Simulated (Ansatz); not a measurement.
# H₄O₄SW: ionisation energy by level of theory

One table from this session's results is given with a row withheld; the runs are named, their logs left out.

The runs use Ansatz 0.2.0, Gaussian basis; unrestricted cation, the program's frozen cores in correlated methods.

Levels to be run: UKS PBE-D4/def2-TZVPP; UKS r2SCAN-D4/def2-TZVPP; UKS PBE0-D4/def2-TZVPP; UKS B3LYP-D4/def2-TZVPP; UKS wB97X-V/def2-TZVPP; UKS wB97M-V/def2-TZVPP; UKS B2PLYP/def2-TZVPP; UHF-CCSD(T)/def2-TZVPP; UHF-MP2/def2-QZVPP; extrapolation to the limit; then −ε(HOMO) from the neutral's earlier runs with LDA (SPW92), PBE-D4, revPBE-D4, BLYP-D4, r2SCAN-D4, B97M-V, PBE0-D4, B3LYP-D4, r2SCANh-D4, r2SCAN0-D4, HSE06-D4, BHLYP-D4, CAM-B3LYP-D4, LC-ωPBE, ωB97X-V, ωB97M-V.

### Structure used throughout

All runs share one geometry, relaxed beforehand with PBE0-D4 in a triple-zeta def2 set. W takes the def2 core potential; no spin-orbit term is included.

SMILES `[OH][W]([OH])([OH])([OH])=[S]`, 10 atoms, charge 0, spin multiplicity 1.

Atoms are counted from 1 here; the program's logs count them from 0.

Bond lengths: O1–W2 1.882 Å, O1–H7 0.961 Å, W2–O3 1.920 Å, W2–O4 1.894 Å, W2–O5 1.923 Å, W2–S6 2.122 Å, O3–H8 0.962 Å, O4–H9 0.961 Å, O5–H10 0.962 Å. Angles: W2–O1–H7 125.9°, O1–W2–O3 148.4°, O1–W2–O4 90.5°, O1–W2–O5 90.8°, O1–W2–S6 103.2°, O3–W2–O4 80.3°, O3–W2–O5 79.8°, O3–W2–S6 108.3°, O4–W2–O5 143.6°, O4–W2–S6 108.8°, O5–W2–S6 106.2°, W2–O3–H8 113.8°, W2–O4–H9 118.2°, W2–O5–H10 115.0°.

The first run:

in.yaml reads:

```yaml
crystal:
  periodic: [false, false, false]
  atoms:
    - {symbol: O, position_ang: [-1.230395, -0.033898, -1.464560]}
    - {symbol: W, position_ang: [-0.174831, 0.291550, 0.058615]}
    - {symbol: O, position_ang: [0.995209, -0.397762, 1.415969]}
    - {symbol: O, position_ang: [-1.441385, -0.602998, 1.146096]}
    - {symbol: O, position_ang: [1.432068, 0.046533, -0.968240]}
    - {symbol: S, position_ang: [-0.378115, 2.383316, 0.353186]}
    - {symbol: H, position_ang: [-1.382552, -0.890472, -1.871629]}
    - {symbol: H, position_ang: [1.929190, -0.327047, 1.196884]}
    - {symbol: H, position_ang: [-1.126422, -1.049966, 1.936807]}
    - {symbol: H, position_ang: [1.460434, 0.529544, -1.800228]}
basis:
  gaussian: {orbitals: def2-TZVPP}
total_charge: 1
magnetization: {spin_polarized: true, initial_magnetization: 1}
hamiltonian: {xc: pbe, dispersion: d4}
```

On the command line:

```sh
$ ansatz run in.yaml --threads 2 --pin off --events-out ev --progress --plain --max-ram 32768MiB --backend cuda --devices 0, --max-vram 18GiB
```

Among the steps run: Cation, UKS PBE-D4/def2-TZVPP; Cation, UKS r2SCAN-D4/def2-TZVPP; Cation, UKS PBE0-D4/def2-TZVPP; Cation, UKS B3LYP-D4/def2-TZVPP; Cation, UKS wB97X-V/def2-TZVPP; Cation, UKS wB97M-V/def2-TZVPP; Cation, UKS B2PLYP (frozen core)/def2-TZVPP; Cation, UHF-CCSD(T)/def2-TZVPP; Cation, UHF-MP2/def2-QZVPP.

One of the session's tables, all rows but one given; the rest of the session is left out.

Orbital estimates, from the neutral's runs:

```
  functional  −ε(HOMO) (eV)
 LDA (SPW92)           6.59
      PBE-D4           6.42
   revPBE-D4           6.35
     BLYP-D4           6.27
   r2SCAN-D4           6.74
      B97M-V           6.79
     PBE0-D4           7.70
    B3LYP-D4              ?
  r2SCANh-D4           7.21
  r2SCAN0-D4           7.92
    HSE06-D4           7.30
    BHLYP-D4           8.83
CAM-B3LYP-D4           8.98
     LC-ωPBE          10.29
     ωB97X-V           9.96
     ωB97M-V           9.83
```

Q: Estimate the row for B3LYP-D4 from the others.

Worked estimate for «−ε(HOMO) (eV)». Against the share of exact exchange, BLYP-D4 (0, 6.27), BHLYP-D4 (0.5, 8.83) give a slope of 5.12 per unit share; at 0.2 the line stands at 7.29.

The run gave: −ε(HOMO) (eV): 7.46. In «−ε(HOMO) (eV)» the line misses by -0.17.
